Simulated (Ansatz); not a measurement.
**KNi under changes of volume**

One of the cells (20.857 Å³/atom); the others are scaled copies at fixed shape and fractional positions:

```xyz
2
Lattice="1.7014 -2.5229 0.0000 1.7014 2.5229 0.0000 0.0000 0.0000 4.8591" Properties=species:S:1:pos:R:3 pbc="T T T"
K     1.7014    0.0000    2.4295
Ni    0.0000    0.0000    0.0000
```

The cell was built by a generator and needn't be a form met in nature.

| Property | Result |
| --- | --- |
| Program | Ansatz 0.2.0 |
| Functional | PBE |
| Potentials or basis | all-electron LAPW, scalar-relativistic |
| Cutoff | 207 eV (chosen from the basis error) |
| Basis error allowed | 0.0005 eV/atom |
| k mesh | 9 × 9 × 6 |
| Occupations | fermi-dirac, width 0.05 eV |
| Spin | collinear spin, ferromagnetic start |
| Starting moments | [0.0, 1.0] μB |

```tsv
volume (Å³/atom)	energy over the lowest point (meV/atom)	pressure (GPa)
19.605	26.79	3.7
20.023	18.21	2.9
20.440	?	?
20.857	6.48	1.6
21.274	2.98	1.1
21.691	0.87	0.6
22.108	0.00	0.1
```

What does the run at 20.440 Å³/atom give?

Energy over the lowest point 11.50 meV/atom; pressure 2.3 GPa.

Worked out: A Birch-Murnaghan fit of order 3 (a polynomial in V^(-2/3)) to the other rows has its minimum at 22.21 Å³/atom, just outside them, with B0 = V·E''(V) = 23 GPa and B' = 4.1 at fixed shape and positions, which overstates the stiffness. It gives 11.50 meV/atom at 20.440 Å³/atom, against the run's 11.50, and -dE/dV = 2.2 GPa, against 2.3.

Energies are extrapolated to zero smearing.

Caveats: the starting moments weren't kept (some runs).
